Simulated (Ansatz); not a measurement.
# SrCd: stress in a strained cell

SrCd is deformed so: zz strain of +1 %. What stress and forces result, by LAPW, PAW and all-electron datasets made for the crystal?

Program: Ansatz 0.2.0. Level of theory: DFT LDA, scalar-relativistic. These are calculated values, not measurements.

**1. The system as given**

It takes space group Pm-3m (No. 221, cubic). Conventional cell: a = 4.003 Å, b = 4.003 Å, c = 4.003 Å, α = 90.00°, β = 90.00°, γ = 90.00°. Sr (site symmetry m-3m) has 8 Cd at 3.47 Å as nearest neighbours. Cd (site symmetry m-3m) is surrounded by 8 Sr at 3.47 Å.

Structure file:

```cif
data_structure
_symmetry_space_group_name_H-M 'P 1'
_symmetry_Int_Tables_number 1
_cell_length_a 4.0030
_cell_length_b 4.0030
_cell_length_c 4.0030
_cell_angle_alpha 90.000
_cell_angle_beta 90.000
_cell_angle_gamma 90.000
_cell_volume 64.14
loop_
_atom_site_label
_atom_site_type_symbol
_atom_site_fract_x
_atom_site_fract_y
_atom_site_fract_z
_atom_site_occupancy
Sr1 Sr 0.50000 0.50000 0.50000 1
Cd1 Cd 0.00000 0.00000 0.00000 1
```

Atoms are numbered in the order of the input: Sr1, Cd2.

**2. The deformed structure**

Space group Pm-3m before, P4/mmm after.

**3. All-electron LAPW**

input.yaml

```yaml
crystal:
  lattice:
    - [4.003, 0.0, 0.0]
    - [0.0, 4.003, 0.0]
    - [0.0, 0.0, 4.04303]
  atoms:
    - { symbol: Sr, position: [0.5, 0.5, 0.5] }
    - { symbol: Cd, position: [0.0, 0.0, 0.0] }
kpoints:
  mp_grid: { grid: [10, 10, 10] }
  band_path:
    path:
      - [0.0, 0.0, 0.0]
      - [0.0, 0.5, 0.0]
      - [0.5, 0.5, 0.0]
      - [0.0, 0.0, 0.0]
      - [0.0, 0.0, 0.5]
      - [0.0, 0.5, 0.5]
      - [0.5, 0.5, 0.5]
      - [0.0, 0.0, 0.5]
      - [0.0, 0.5, 0.0]
    npoints: 5
scf:
  occupations: { method: fermi_dirac, width: 0.08 }
hamiltonian:
  xc: lda
  pseudopotentials: { kind: all_electron, lapw: { basis_error: 0.0005 } }
output:
  forces: true
  stress: true
  eigenvalues: true
```

On the command line:

```
$ ansatz run input.yaml --threads 1 --pin off --max-ram 3072MiB --backend cpu --events-out ev --progress --plain --runs-dir out
```

**4. PAW with frozen cores**

input.yaml

```yaml
crystal:
  lattice:
    - [4.003, 0.0, 0.0]
    - [0.0, 4.003, 0.0]
    - [0.0, 0.0, 4.04303]
  atoms:
    - { symbol: Sr, position: [0.5, 0.5, 0.5] }
    - { symbol: Cd, position: [0.0, 0.0, 0.0] }
kpoints:
  mp_grid: { grid: [10, 10, 10] }
scf:
  occupations: { method: fermi_dirac, width: 0.08 }
hamiltonian:
  xc: lda
  pseudopotentials: { kind: paw }
output:
  forces: true
  stress: true
  eigenvalues: true
  efg: { contact_densities: true }
```

**5. All-electron PAW on datasets made for the crystal**

Changes to input.yaml since step 4:

```diff
@@ -14,3 +14,3 @@
   xc: lda
-  pseudopotentials: { kind: paw }
+  pseudopotentials: { kind: all_electron, datasets: crystal }
 output:
```

(Steps that only read results are left out.)

What does the calculation give? Wanted: pressure; largest shear or deviatoric stress.

The runs gave:

| quantity | value |
| --- | --- |
| pressure | LAPW -2.28, PAW -2.27, crystal datasets -2.28 GPa |
| largest shear or deviatoric stress (LAPW) | 0.19 GPa |

The largest part of the stress beyond the pressure is 0.19 GPa in size, in the zz component; the atoms are carried along and not relaxed. No run of the undeformed cell stands beside it, so the pressure holds what the given cell had before the change. PAW: stress within 0.01 GPa of LAPW. Crystal datasets: stress within 0.01 GPa of LAPW.
